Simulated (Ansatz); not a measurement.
**CH3B2F: one species, many methods**

The task here is to estimate one member of a computed series from the others.

Computed with Ansatz 0.2.0, Gaussian basis. Level: functionals in def2-TZVPP, the program's frozen cores in correlated methods.

Plan: LDA (SPW92), PBE-D4, revPBE-D4, BLYP-D4, r2SCAN-D4, B97M-V, PBE0-D4, B3LYP-D4, r2SCANh-D4, r2SCAN0-D4, HSE06-D4, BHLYP-D4, CAM-B3LYP-D4, LC-ωPBE, ωB97X-V, ωB97M-V, B2PLYP, PBE-QIDH; CCSD(T)/def2-SVP; CCSD(T)/def2-TZVPP; MP2/def2-QZVPP; extrapolation to the limit; RPA on PBE.

### The relaxed structure

All runs share one geometry, relaxed beforehand with PBE0-D4 in a triple-zeta def2 set.

SMILES `FB1BC1`, 7 atoms, charge 0, spin multiplicity 1.

Atoms are counted from 1 here; the program's logs count them from 0.

Bond lengths: F1–B2 1.303 Å, B2–B3 1.513 Å, B2–C4 1.682 Å, B3–C4 1.487 Å, B3–H5 1.179 Å, C4–H6 1.089 Å, C4–H7 1.101 Å. Angles: F1–B2–B3 177.7°, F1–B2–C4 127.1°, B3–B2–C4 55.2°, B2–B3–C4 68.2°, B2–B3–H5 161.9°, C4–B3–H5 129.9°, B2–C4–B3 56.6°, B2–C4–H6 179.7°, B2–C4–H7 74.1°, B3–C4–H6 123.1°, B3–C4–H7 130.8°, H6–C4–H7 106.1°.

Set-up of the first run:

Input file in.yaml:

```yaml
crystal:
  periodic: [false, false, false]
  atoms:
    - {symbol: F, position_ang: [-1.369070, -1.402589, 0.988932]}
    - {symbol: B, position_ang: [-0.880584, -0.520233, 0.163492]}
    - {symbol: B, position_ang: [-0.367248, 0.504638, -0.823647]}
    - {symbol: C, position_ang: [0.673716, 0.123658, 0.168211]}
    - {symbol: H, position_ang: [-0.313260, 1.267309, -1.721462]}
    - {symbol: H, position_ang: [1.678329, 0.544563, 0.168601]}
    - {symbol: H, position_ang: [0.639217, -0.585346, 1.010072]}
basis:
  gaussian: {orbitals: def2-TZVPP}
hamiltonian: {xc: lda}
output: {orbitals: {seedname: orbitals}}
```

Run with:

```
> ansatz run in.yaml --threads 2 --pin off --events-out ev --progress --plain --max-ram 4352MiB
```

Among the steps run: LDA; PBE-D4 (GGA); revPBE-D4 (GGA); BLYP-D4 (GGA); r2SCAN-D4 (meta-GGA); B97M-V (meta-GGA); PBE0-D4 (hybrid); B3LYP-D4 (hybrid); r2SCANh-D4 (hybrid); r2SCAN0-D4 (hybrid); HSE06-D4 (hybrid); BHLYP-D4 (hybrid); CAM-B3LYP-D4 (range-separated); LC-ωPBE (range-separated); ωB97X-V (range-separated); ωB97M-V (range-separated); B2PLYP (double hybrid); PBE-QIDH (double hybrid).

One table of the session follows, with a row left open; its other results are not shown here.

It belongs to the step «Frontier levels by functional». 

| functional | HOMO (eV) | gap (eV) |
| --- | --- | --- |
| LDA (SPW92) | -6.78 | 4.82 |
| PBE-D4 | -6.67 | 4.96 |
| revPBE-D4 | -6.63 | 5.00 |
| BLYP-D4 | -6.58 | 5.01 |
| r2SCAN-D4 | -6.94 | 5.49 |
| B97M-V | -7.02 | 5.62 |
| PBE0-D4 | -7.99 | 7.25 |
| B3LYP-D4 | -7.79 | 6.84 |
| r2SCANh-D4 | -7.43 | 6.33 |
| r2SCAN0-D4 | -8.16 | 7.57 |
| HSE06-D4 | -7.58 | 6.46 |
| BHLYP-D4 | -8.98 | 9.31 |
| CAM-B3LYP-D4 | ? | ? |
| LC-ωPBE | -10.75 | 12.29 |
| ωB97X-V | -10.39 | 11.88 |
| ωB97M-V | -10.25 | 11.57 |

**Question.** Estimate the row for CAM-B3LYP-D4.

**Answer.** HOMO (eV): -9.40; gap (eV): 9.80. In the column «HOMO (eV)» it lies between ωB97M-V (-10.25) and BHLYP-D4 (-8.98).
